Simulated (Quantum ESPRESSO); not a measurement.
# GeCN2 under changes of volume

One of the cells (13.716 Å³/atom); the others are scaled copies at fixed shape and fractional positions:

```xyz
4
Lattice="1.7938 1.0356 4.9220 -1.7938 1.0356 4.9220 0.0000 -2.0713 4.9220" Properties=species:S:1:pos:R:3 pbc="T T T"
Ge    0.0000    0.0000    0.0000
N     0.0000    0.0000    8.6219
N     0.0000    0.0000    6.1440
C     0.0000    0.0000    7.3829
```

The cell comes from a database or a generator and needn't be the stable form of this composition.

```yaml
Program: Quantum ESPRESSO 7.5
Functional: PBEsol
Potentials_or_basis: GBRV 1.5 PBEsol
Cutoff: 612 eV
Density_cutoff: 4898 eV
k_mesh: 9 × 9 × 9
Occupations: fermi-dirac, width 0.05 eV
Spin: no spin polarisation
```

```csv
volume (Å³/atom),energy over the lowest point (meV/atom),pressure (GPa),gap on the mesh (eV),largest force (eV/Å)
12.893,9.01,5.7,0.85,2.104
13.167,1.87,2.4,0.91,1.415
13.441,0.00,-0.5,0.96,0.772
13.716,2.91,-3.2,1.01,0.174
13.990,10.14,-5.6,1.05,0.384
14.264,?,?,?,?
14.538,35.99,-9.7,1.13,1.391
```

Question: What does the run at 14.264 Å³/atom give?

Answer: Energy over the lowest point 21.29 meV/atom; pressure -7.7 GPa; gap on the mesh 1.09 eV; largest force 0.905 eV/Å.

Worked out: A Birch-Murnaghan fit of order 3 (a polynomial in V^(-2/3)) to the other rows has its minimum at 13.41 Å³/atom with B0 = V·E''(V) = 138 GPa and B' = 3.8 at fixed shape and positions, which overstates the stiffness. It gives 21.29 meV/atom at 14.264 Å³/atom, against the run's 21.29, and -dE/dV = -7.6 GPa, against -7.7. A straight line through the other rows of the gap, of slope 2.32 eV per unit of ln V, gives 1.09 eV, against the run's 1.09.

Energies are extrapolated to zero smearing.

Caveats: an odd mesh through Γ misses points on the zone boundary, where band edges often lie; forces of over 1 eV/Å show positions far from the minimum, so gaps and moduli don't describe the material at rest (some runs). Spin-orbit coupling on Ge is left out.
